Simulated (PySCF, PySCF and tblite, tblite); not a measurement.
# C₆H₇NO: telling isomers apart by computed NMR, part 2 of 2

PySCF and tblite. Atoms count from 0. The steps go on from the part before.

## 8. Averages, isomer B: properties at PBE0/pcSseg-1

What the job is given:

```
{"job": {"study": "conf", "smiles": "CC(=O)c1ccc[nH]1", "search": {"seed": 8604, "n_embed": 60, "ff_keep": 14, "window": 2.5, "nmax": 6, "temps": [250, 298.15, 350], "t_ref": 298.15, "order": 0.0005}, "level": {"nmr": {"xc": "PBE0", "basis": "pcSseg-1"}}, "kind": "conf"}, "charge": 0, "multiplicity": 1}
C     -2.330087    -0.057092     0.552369
C     -1.246399    -0.786656    -0.201991
O     -1.451482    -1.813974    -0.824562
C      0.076027    -0.192165    -0.147449
C      0.579014     0.943104     0.471382
C      1.941872     1.011435     0.169703
C      2.241525    -0.076668    -0.622000
N      1.116940    -0.788914    -0.804290
H     -3.272408    -0.587190     0.445154
H     -2.064548     0.007917     1.604925
H     -2.432309     0.952784     0.162099
H      0.025731     1.639114     1.069716
H      2.630203     1.767439     0.491878
H      3.177641    -0.372180    -1.054274
H      1.003867    -1.638964    -1.334573
```

Log:

```text
conformer  sym    E(xTB)   E(DFT)   G(298.15 K)  weight  dipole/D
    1     Cs      0.000    0.000    0.000   1.0000    2.196

mean shielding (ppm) by class
class atoms           250 K   298.15 K      350 K
  0 C  0             159.12     159.12     159.12
  1 C  1             -3.761     -3.761     -3.761
  2 O  2           -247.961   -247.961   -247.961
  3 C  3             51.294     51.294     51.294
  4 C  4             66.975     66.975     66.975
  5 C  5             71.081     71.081     71.081
  6 C  6             61.098     61.098     61.098
  7 N  7             92.376     92.376     92.376
  8 H  8,9,10        29.213     29.213     29.213
  9 H  11             24.75      24.75      24.75
 10 H  12            25.276     25.276     25.276
 11 H  13            24.803     24.803     24.803
 12 H  14            22.781     22.781     22.781
```

Wall time 18 s (1 thread of Arm Neoverse V2, shared host). This counts the runs that the step sums up.

The search (ETKDG and KDG, MMFF94s, GFN2-xTB) embedded 60 structures, kept 2 distinct ones after the force field and 2 after xTB; 1 was carried on (window 2.5 kcal/mol at the search's own energies). Energies: PBE0/pcSseg-1 with D3(BJ).

Conformer by conformer (298 K):

```tsv
no.	group	mirror pair	ΔE xTB	ΔE DFT	ΔG	weight (%)	μ (D)	O2–C1–C3–N7 (°)	A, B, C (GHz)
1	Cs	no	0.00	0.00	0.00	100.0	2.20	0	4.84, 1.63, 1.23
```

Energies in kcal/mol. ΔG holds xTB vibrations and rotation, symmetry numbers and mirror pairs.

Shifts against references run at the same level (¹⁵N NH3 267.7, ¹H TMS 31.72, ¹⁷O H2O 336.1, ¹³C TMS 186.9 ppm of shielding), by class of atoms, at 298 K:

```tsv
atoms	environment	average
C1	ketone carbonyl carbon	190.7
C3	substituted aromatic carbon next to a ring nitrogen	135.6
C6	aromatic CH next to a ring nitrogen	125.8
C4	aromatic CH	120.0
C5	aromatic CH	115.8
C0	methyl carbon α to a carbonyl	27.8
H14	hydrogen on a pyrrole-type ring nitrogen	8.94
H11	hydrogen on an aromatic CH	6.97
H13	hydrogen on an aromatic CH next to a ring nitrogen	6.91
H12	hydrogen on an aromatic CH	6.44
H8, H9, H10	hydrogen on a methyl carbon α to a carbonyl	2.50
O2	ketone oxygen	584.0
N7	pyrrole-type ring nitrogen	175.4
```

Effective distances for nuclear Overhauser effects, ⟨r⁻⁶⟩^(−1/6) over all pairs of two classes (Å): H13···H14 2.53; H11···H12 2.67; H12···H13 2.70; H8···H11 2.87.

## 9. Shieldings, isomer A, conformer 1: OLYP/def2-SVP

What the job is given:

```
{"job": {"xc": "OLYP", "basis": "def2-SVP", "kind": "nmr", "pop": false}, "charge": 0, "multiplicity": 1}
C     -2.382584     0.314752     0.415923
C     -1.320891    -0.744254     0.200448
O     -1.611226    -1.897003    -0.031003
C      0.070232    -0.298378     0.287099
C      0.599608     0.999671     0.547811
C      1.960642     0.895989     0.523558
N      2.279655    -0.410490     0.259052
C      1.154970    -1.142454     0.114074
H     -2.273751     1.103518    -0.327519
H     -3.369093    -0.135787     0.327768
H     -2.269535     0.755238     1.405815
H      0.032763     1.897767     0.730520
H      2.730153     1.636622     0.671174
H      3.218254    -0.768219     0.184499
H      1.176388    -2.198981    -0.099295
```

Log:

```text
coarse grid: 13008 points
cycle   1  E = -362.2035341270  dE =  1.224e+00  |g| = 9.123e-01  |ddm| = 4.507e+00
cycle   2  E = -358.7404255718  dE =  3.463e+00  |g| = 2.867e+00  |ddm| = 9.639e+00
cycle   3  E = -362.1317581229  dE = -3.391e+00  |g| = 9.257e-01  |ddm| = 9.614e+00
cycle   4  E = -362.3765111989  dE = -2.448e-01  |g| = 2.680e-01  |ddm| = 9.690e-01
cycle   5  E = -362.3822971842  dE = -5.786e-03  |g| = 2.305e-01  |ddm| = 4.953e-01
cycle   6  E = -362.3942025469  dE = -1.191e-02  |g| = 9.772e-02  |ddm| = 3.171e-01
cycle   7  E = -362.3962167198  dE = -2.014e-03  |g| = 3.062e-02  |ddm| = 1.484e-01
cycle   8  E = -362.3964373651  dE = -2.206e-04  |g| = 7.387e-03  |ddm| = 3.404e-02
cycle   9  E = -362.3964504181  dE = -1.305e-05  |g| = 3.038e-03  |ddm| = 1.229e-02
cycle  10  E = -362.3964525753  dE = -2.157e-06  |g| = 1.228e-03  |ddm| = 4.672e-03
final grid: 127056 points
cycle  11  E = -362.4425661432  dE =  2.273e-05  |g| = 2.275e-02  |ddm| = 6.851e-02
cycle  12  E = -362.4417795005  dE =  7.866e-04  |g| = 6.484e-02  |ddm| = 1.026e-01
cycle  13  E = -362.4426719161  dE = -8.924e-04  |g| = 4.545e-03  |ddm| = 8.457e-02
cycle  14  E = -362.4426767679  dE = -4.852e-06  |g| = 8.864e-04  |ddm| = 6.173e-03
cycle  15  E = -362.4426769359  dE = -1.680e-07  |g| = 5.008e-04  |ddm| = 1.806e-03
cycle  16  E = -362.4426770012  dE = -6.531e-08  |g| = 9.259e-05  |ddm| = 6.608e-04
cycle  17  E = -362.4426770031  dE = -1.887e-09  |g| = 3.528e-05  |ddm| = 1.262e-04
cycle  18  E = -362.4426770034  dE = -2.715e-10  |g| = 1.358e-05  |ddm| = 4.559e-05
converged SCF energy = -362.4426770034

GIAO shielding tensors (ppm)
atom      isotropic    diamagn.    paramagn.     s11        s22        s33       span
  0 C      164.679     251.948     -87.269    147.035    153.662    193.339     46.304
  1 C       13.387     249.433    -236.046    -57.799    -10.842    108.801    166.600
  2 O     -220.054     394.246    -614.300   -731.303   -279.321    350.461   1081.765
  3 C       70.222     260.765    -190.543     16.988     46.649    147.030    130.042
  4 C       87.645     250.658    -163.013     21.941     71.839    169.155    147.214
  5 C       84.103     254.191    -170.088     21.886     83.948    146.477    124.591
  6 N      110.403     321.515    -211.112     25.196    116.378    189.635    164.439
  7 C       78.994     254.727    -175.733     19.344     64.820    152.817    133.473
  8 H       29.216      32.303      -3.087     25.681     29.862     32.105      6.425
  9 H       30.173      28.071       2.102     27.192     28.678     34.649      7.457
 10 H       29.215      30.929      -1.714     25.676     29.866     32.103      6.427
 11 H       25.306      34.941      -9.636     22.954     25.067     27.896      4.942
 12 H       25.538      31.433      -5.896     22.483     26.593     27.537      5.054
 13 H       24.374      28.989      -4.616     18.679     24.456     29.985     11.306
 14 H       24.677      34.264      -9.586     21.355     26.070     26.607      5.252
```

Wall time 21 s (1 thread of Arm Neoverse V2, shared host).

Key values: HOMO -4.92 eV, LUMO -1.28 eV; dipole 4.10 D.

## 10. Single-point energy, isomer A, conformer 1: r2SCAN/def2-SVP

The job, as its differences from that of step 9:

```diff
@@ -1,2 +1,2 @@
-{"job": {"xc": "OLYP", "basis": "def2-SVP", "kind": "nmr", "pop": false}, "charge": 0, "multiplicity": 1}
+{"job": {"xc": "r2SCAN", "basis": "def2-SVP", "kind": "sp"}, "charge": 0, "multiplicity": 1}
 C     -2.382584     0.314752     0.415923
```

Log:

```text
coarse grid: 58688 points
cycle   1  E = -362.1824789529  dE =  1.226e+00  |g| = 8.628e-01  |ddm| = 4.449e+00
cycle   2  E = -361.3301527848  dE =  8.523e-01  |g| = 2.059e+00  |ddm| = 5.654e+00
cycle   3  E = -362.3262092529  dE = -9.961e-01  |g| = 3.090e-01  |ddm| = 4.992e+00
cycle   4  E = -362.3470282370  dE = -2.082e-02  |g| = 1.337e-01  |ddm| = 5.397e-01
cycle   5  E = -362.3504342180  dE = -3.406e-03  |g| = 5.736e-02  |ddm| = 1.862e-01
cycle   6  E = -362.3512797035  dE = -8.455e-04  |g| = 1.582e-02  |ddm| = 7.444e-02
cycle   7  E = -362.3513334504  dE = -5.375e-05  |g| = 4.981e-03  |ddm| = 1.813e-02
cycle   8  E = -362.3513402454  dE = -6.795e-06  |g| = 9.285e-04  |ddm| = 7.707e-03
final grid: 127056 points
cycle   9  E = -362.3535785398  dE =  6.356e-08  |g| = 2.987e-03  |ddm| = 6.605e-03
cycle  10  E = -362.3535707838  dE =  7.756e-06  |g| = 6.840e-03  |ddm| = 1.074e-02
cycle  11  E = -362.3535801703  dE = -9.386e-06  |g| = 8.854e-04  |ddm| = 8.327e-03
cycle  12  E = -362.3535803542  dE = -1.839e-07  |g| = 1.309e-04  |ddm| = 1.037e-03
cycle  13  E = -362.3535803582  dE = -3.981e-09  |g| = 2.649e-05  |ddm| = 1.574e-04
cycle  14  E = -362.3535803583  dE = -1.645e-10  |g| = 7.778e-06  |ddm| = 5.226e-05
converged SCF energy = -362.3535803583
```

Run time: 18 s. Hardware: 1 thread of Arm Neoverse V2, shared host.

In short: HOMO -5.42 eV, LUMO -1.36 eV; dipole 4.23 D.

## 11. Shieldings, isomer A, conformer 2: OLYP/def2-SVP

What the job is given:

```
{"job": {"xc": "OLYP", "basis": "def2-SVP", "kind": "nmr", "pop": false}, "charge": 0, "multiplicity": 1}
C      2.313893     0.493247    -0.566387
C      1.403269    -0.569300     0.021987
O      1.848651    -1.587690     0.498172
C     -0.032766    -0.286248    -0.022980
C     -1.037296    -1.164709     0.480828
C     -2.245696    -0.571389     0.266504
N     -2.017724     0.633001    -0.347548
C     -0.690321     0.821723    -0.529969
H      2.072516     0.648310    -1.617307
H      2.176613     1.434839    -0.036022
H      3.349759     0.172765    -0.475207
H     -0.848593    -2.119470     0.942945
H     -3.248414    -0.895128     0.494455
H     -2.736571     1.282540    -0.622592
H     -0.311736     1.715497    -0.999643
```

Log:

```text
coarse grid: 13008 points
cycle   1  E = -362.1953326832  dE =  1.229e+00  |g| = 9.219e-01  |ddm| = 4.506e+00
cycle   2  E = -358.4287401561  dE =  3.767e+00  |g| = 3.015e+00  |ddm| = 9.875e+00
cycle   3  E = -362.1296672954  dE = -3.701e+00  |g| = 9.223e-01  |ddm| = 9.846e+00
cycle   4  E = -362.3788866958  dE = -2.492e-01  |g| = 2.386e-01  |ddm| = 1.014e+00
cycle   5  E = -362.3825131988  dE = -3.627e-03  |g| = 2.170e-01  |ddm| = 4.864e-01
cycle   6  E = -362.3929107950  dE = -1.040e-02  |g| = 8.817e-02  |ddm| = 2.895e-01
cycle   7  E = -362.3945367159  dE = -1.626e-03  |g| = 2.604e-02  |ddm| = 1.307e-01
cycle   8  E = -362.3946931193  dE = -1.564e-04  |g| = 6.852e-03  |ddm| = 3.007e-02
cycle   9  E = -362.3947049757  dE = -1.186e-05  |g| = 2.521e-03  |ddm| = 1.177e-02
cycle  10  E = -362.3947062302  dE = -1.255e-06  |g| = 1.320e-03  |ddm| = 4.552e-03
final grid: 127056 points
cycle  11  E = -362.4419251469  dE =  2.812e-05  |g| = 2.337e-02  |ddm| = 6.528e-02
cycle  12  E = -362.4411222455  dE =  8.029e-04  |g| = 6.593e-02  |ddm| = 1.043e-01
cycle  13  E = -362.4420323785  dE = -9.101e-04  |g| = 5.679e-03  |ddm| = 8.639e-02
cycle  14  E = -362.4420404992  dE = -8.121e-06  |g| = 1.264e-03  |ddm| = 8.272e-03
cycle  15  E = -362.4420408895  dE = -3.903e-07  |g| = 4.400e-04  |ddm| = 1.910e-03
cycle  16  E = -362.4420409403  dE = -5.079e-08  |g| = 1.228e-04  |ddm| = 7.563e-04
cycle  17  E = -362.4420409440  dE = -3.709e-09  |g| = 4.616e-05  |ddm| = 2.140e-04
cycle  18  E = -362.4420409445  dE = -5.000e-10  |g| = 1.805e-05  |ddm| = 6.540e-05
converged SCF energy = -362.4420409445

GIAO shielding tensors (ppm)
atom      isotropic    diamagn.    paramagn.     s11        s22        s33       span
  0 C      165.206     252.303     -87.097    145.580    155.048    194.990     49.411
  1 C       14.741     249.218    -234.477    -56.843     -8.480    109.546    166.390
  2 O     -232.957     393.741    -626.698   -766.501   -284.746    352.375   1118.876
  3 C       70.152     261.002    -190.849     30.554     33.521    146.382    115.828
  4 C       85.877     247.413    -161.536     13.067     71.373    173.192    160.125
  5 C       83.060     253.942    -170.881     18.449     82.836    147.896    129.446
  6 N      112.810     321.301    -208.491     33.633    119.270    185.526    151.892
  7 C       80.314     257.034    -176.720     24.247     66.674    150.021    125.774
  8 H       29.289      31.468      -2.179     25.696     30.027     32.144      6.448
  9 H       29.289      32.087      -2.799     25.693     30.033     32.141      6.448
 10 H       30.199      28.137       2.062     27.177     28.707     34.714      7.537
 11 H       24.818      33.817      -8.999     21.880     25.693     26.881      5.001
 12 H       25.488      30.783      -5.295     22.490     26.544     27.431      4.941
 13 H       24.529      29.787      -5.257     18.657     24.610     30.320     11.663
 14 H       25.034      35.622     -10.587     22.099     25.287     27.717      5.618
```

It took 22 s on 1 thread of Arm Neoverse V2, shared host.

In short: HOMO -4.95 eV, LUMO -1.33 eV; dipole 5.17 D.

## 12. Single-point energy, isomer A, conformer 2: r2SCAN/def2-SVP

The job, as its differences from that of step 11:

```diff
@@ -1,2 +1,2 @@
-{"job": {"xc": "OLYP", "basis": "def2-SVP", "kind": "nmr", "pop": false}, "charge": 0, "multiplicity": 1}
+{"job": {"xc": "r2SCAN", "basis": "def2-SVP", "kind": "sp"}, "charge": 0, "multiplicity": 1}
 C      2.313893     0.493247    -0.566387
```

Log:

```text
coarse grid: 58688 points
cycle   1  E = -362.1752495074  dE =  1.230e+00  |g| = 8.733e-01  |ddm| = 4.445e+00
cycle   2  E = -360.4396067692  dE =  1.736e+00  |g| = 2.733e+00  |ddm| = 6.661e+00
cycle   3  E = -362.3131461218  dE = -1.874e+00  |g| = 3.624e-01  |ddm| = 6.230e+00
cycle   4  E = -362.3320980358  dE = -1.895e-02  |g| = 2.669e-01  |ddm| = 7.677e-01
cycle   5  E = -362.3494386960  dE = -1.734e-02  |g| = 7.105e-02  |ddm| = 2.869e-01
cycle   6  E = -362.3503891729  dE = -9.505e-04  |g| = 2.702e-02  |ddm| = 9.928e-02
cycle   7  E = -362.3506084245  dE = -2.193e-04  |g| = 6.015e-03  |ddm| = 4.353e-02
cycle   8  E = -362.3506157831  dE = -7.359e-06  |g| = 2.859e-03  |ddm| = 8.947e-03
final grid: 127056 points
cycle   9  E = -362.3528260952  dE =  4.697e-06  |g| = 5.685e-03  |ddm| = 9.675e-03
cycle  10  E = -362.3528019304  dE =  2.416e-05  |g| = 1.119e-02  |ddm| = 1.657e-02
cycle  11  E = -362.3528342022  dE = -3.227e-05  |g| = 8.465e-04  |ddm| = 1.152e-02
cycle  12  E = -362.3528343709  dE = -1.686e-07  |g| = 1.657e-04  |ddm| = 9.861e-04
cycle  13  E = -362.3528343750  dE = -4.149e-09  |g| = 8.139e-05  |ddm| = 2.971e-04
cycle  14  E = -362.3528343767  dE = -1.652e-09  |g| = 1.420e-05  |ddm| = 1.211e-04
cycle  15  E = -362.3528343767  dE = -4.650e-11  |g| = 3.293e-06  |ddm| = 1.863e-05
converged SCF energy = -362.3528343767
```

Run time: 20 s. Hardware: 1 thread of Arm Neoverse V2, shared host.

In short: HOMO -5.46 eV, LUMO -1.41 eV; dipole 5.35 D.

## 13. The ensemble, isomer A: properties at OLYP/def2-SVP

What the job is given:

```
{"job": {"study": "conf", "smiles": "CC(=O)c1cc[nH]c1", "search": {"seed": 8604, "n_embed": 60, "ff_keep": 14, "window": 2.5, "nmax": 6, "temps": [250, 298.15, 350], "t_ref": 298.15, "order": 0.0005}, "level": {"nmr": {"xc": "OLYP", "basis": "def2-SVP"}, "sp": {"xc": "r2SCAN", "basis": "def2-SVP"}, "alter": {"geometry": "GFN1-xTB"}, "change": "OLYP/def2-SVP; energies r2SCAN/def2-SVP; GFN1-xTB geometries"}, "kind": "conf"}, "charge": 0, "multiplicity": 1}
C     -2.382584     0.314752     0.415923
C     -1.320891    -0.744254     0.200448
O     -1.611226    -1.897003    -0.031003
C      0.070232    -0.298378     0.287099
C      0.599608     0.999671     0.547811
C      1.960642     0.895989     0.523558
N      2.279655    -0.410490     0.259052
C      1.154970    -1.142454     0.114074
H     -2.273751     1.103518    -0.327519
H     -3.369093    -0.135787     0.327768
H     -2.269535     0.755238     1.405815
H      0.032763     1.897767     0.730520
H      2.730153     1.636622     0.671174
H      3.218254    -0.768219     0.184499
H      1.176388    -2.198981    -0.099295
```

Log:

```text
conformer  sym    E(xTB)   E(DFT)   G(298.15 K)  weight  dipole/D
    1     Cs      0.000    0.000    0.000   0.6628    4.228
    2     Cs      0.951    0.469    0.400   0.3372    5.345

mean shielding (ppm) by class
class atoms           250 K   298.15 K      350 K
  0 C  0            164.841    164.857     164.87
  1 C  1             13.802     13.843     13.876
  2 O  2           -224.013   -224.405   -224.719
  3 C  3             70.201     70.199     70.197
  4 C  4             87.103     87.049     87.006
  5 C  5             83.784     83.752     83.726
  6 N  6            111.141    111.214    111.273
  7 C  7             79.399     79.439     79.471
  8 H  8,9,10        29.552     29.554     29.556
  9 H  11            25.156     25.141     25.129
 10 H  12            25.523     25.521      25.52
 11 H  13            24.421     24.426      24.43
 12 H  14            24.787     24.798     24.806
```

Run time: 81 s. Hardware: 1 thread of Arm Neoverse V2, shared host. This counts the runs that the step sums up.

Against the first level, at 298 K (shieldings, ppm; largest changes first):

```tsv
atoms	PBE0/pcSseg-1	OLYP/def2-SVP	change
O2	-284.4	-224.4	+60.0
C1	-8.1	13.8	+21.9
C7	61.3	79.4	+18.1
N6	93.4	111.2	+17.8
C5	66.2	83.8	+17.6
C4	71.2	87.0	+15.9
C3	55.6	70.2	+14.6
C0	157.1	164.9	+7.8
H13	23.84	24.43	+0.58
H14	24.34	24.80	+0.46
```

Weights: from PBE0/pcSseg-1 energies 1: 66 %, 2: 34 %; from r2SCAN/def2-SVP energies 1: 66 %, 2: 34 % (with a dispersion term where the level has one and the same thermal terms, so they don't follow from the SCF energies alone). Times: 36 s and 81 s.

## 14. The test of assignment

What the job is given:

```
{"job": {"study": "set", "relation": "regioisomers", "members": [{"smiles": "[CH3:1][C:2](=[O:3])[c:4]1[cH:5][cH:6][nH:7][cH:8]1"}, {"smiles": "[CH3:1][C:2](=[O:3])[c:4]1[cH:5][cH:6][cH:7][nH:8]1"}], "charge": 0, "search": {"seed": 8604, "n_embed": 60, "ff_keep": 14, "window": 2.5, "nmax": 6, "temps": [250, 298.15, 350], "t_ref": 298.15, "order": 0.0005}, "level": {"nmr": {"xc": "PBE0", "basis": "pcSseg-1"}}, "dp4": {"C": [1.5, 10], "H": [0.12, 10]}, "second_levels": [{"nmr": {"xc": "OLYP", "basis": "def2-SVP"}, "wide": true, "sp": {"xc": "r2SCAN", "basis": "def2-SVP"}, "alter": {"geometry": "GFN1-xTB"}, "change": "OLYP/def2-SVP; energies r2SCAN/def2-SVP; GFN1-xTB geometries"}], "kind": "set"}, "charge": 0, "multiplicity": 1}
C     -2.361085     0.323967     0.417604
C     -1.324179    -0.754043     0.198546
O     -1.629735    -1.905965    -0.032580
C      0.066835    -0.317518     0.283443
C      0.580558     0.982356     0.544571
C      1.940079     0.890267     0.522475
N      2.279566    -0.404456     0.260233
C      1.163090    -1.143415     0.113871
H     -2.237663     1.108846    -0.325232
H     -3.357047    -0.102746     0.334481
H     -2.233546     0.761375     1.405247
H      0.011860     1.871739     0.725501
H      2.688960     1.642701     0.672515
H      3.222049    -0.751839     0.187526
H      1.185844    -2.193281    -0.098278
```

Log:

```text
isomer  G rel   conformers  SMILES
A     3.787      2   CC(=O)c1cc[nH]c1
B     0.000      1   CC(=O)c1ccc[nH]1

signals of isomer A at the second level: probabilities [0.99899, 0.00101]
```

Run time: 2.3 min. Hardware: 1 thread of Arm Neoverse V2, shared host. This counts the whole study up to here.

The 2 candidates (regioisomers), with energies and dipoles from their ensembles above, at 298 K; shieldings at PBE0/pcSseg-1:

```tsv
isomer	SMILES	conformers	ΔE	ΔG	μ rms (D)
A	CC(=O)c1cc[nH]c1	2	3.98	3.79	4.78
B	CC(=O)c1ccc[nH]1	1	0.00	0.00	2.20
```

Energies in kcal/mol.

The signals of isomer A, computed at a second level (OLYP/def2-SVP on GFN1-xTB geometries), stand in for a spectrum. The test takes 6 C values, 6 H values (hydrogens on carbon alone). Each candidate's shieldings are matched to them as sorted lists by a straight-line fit, or by a shift alone where signals are few or close (slope 1; a small slope inflates the errors), and the errors are weighed by Student-t tails (C: width 1.5 ppm, H: width 0.12 ppm).

```tsv
candidate	C slope	C mean error	C largest	H slope	H mean error	H largest	P(C)	P(H)	P(all)
A	1.09	1.1	2.3	1.02	0.03	0.08	99.5	84.6	99.9
B	1.09	2.1	3.6	0.97	0.06	0.15	0.5	15.4	0.1
```

Errors in ppm, probabilities in per cent.

## 15. What came out

What follows sums up all 2 parts.

```
                                           quantity                                                 value
                               conformers, isomer A   2; the first in weight is no. 1 (Cs), 66 % at 298 K
                  root-mean-square dipole, isomer A                                                4.78 D
      averaged ¹³C shifts, isomer A (PBE0/pcSseg-1)           195.0, 131.4, 125.6, 120.7, 115.7, 29.9 ppm
       averaged ¹H shifts, isomer A (PBE0/pcSseg-1)                      7.88, 7.38, 6.90, 6.63, 2.47 ppm
                               conformers, isomer B  1; the first in weight is no. 1 (Cs), 100 % at 298 K
                  root-mean-square dipole, isomer B                                                2.20 D
      averaged ¹³C shifts, isomer B (PBE0/pcSseg-1)           190.7, 135.6, 125.8, 120.0, 115.8, 27.8 ppm
       averaged ¹H shifts, isomer B (PBE0/pcSseg-1)                      8.94, 6.97, 6.91, 6.44, 2.50 ppm
                              lowest in free energy                                              isomer B
signals of A (OLYP/def2-SVP on GFN1-xTB geometries)                                     best fit A, 100 %
```

**Reading.** Conformer 1 leads for isomer A with 66 % at 298 K, and its share goes from 69 % at 250 K to 63 % at 350 K. Among conformers of isomer A over 5 %, H11 differs by 0.48 ppm, while the average moves by 0.03 ppm from 250 to 350 K. The search found one conformer for isomer B in the window, so the averages are its own values. Between PBE0/pcSseg-1 and OLYP/def2-SVP, O2 of isomer A changes most, by 60.0 ppm of raw shielding (the geometries differ too); the energies behind both averages, dispersion terms included where typed, rank the same conformer first. The test names the right isomer, A, with 100 %. The stand-in spectrum is computed, so it shares conformers and some errors with the candidates; a measured one would test harder.
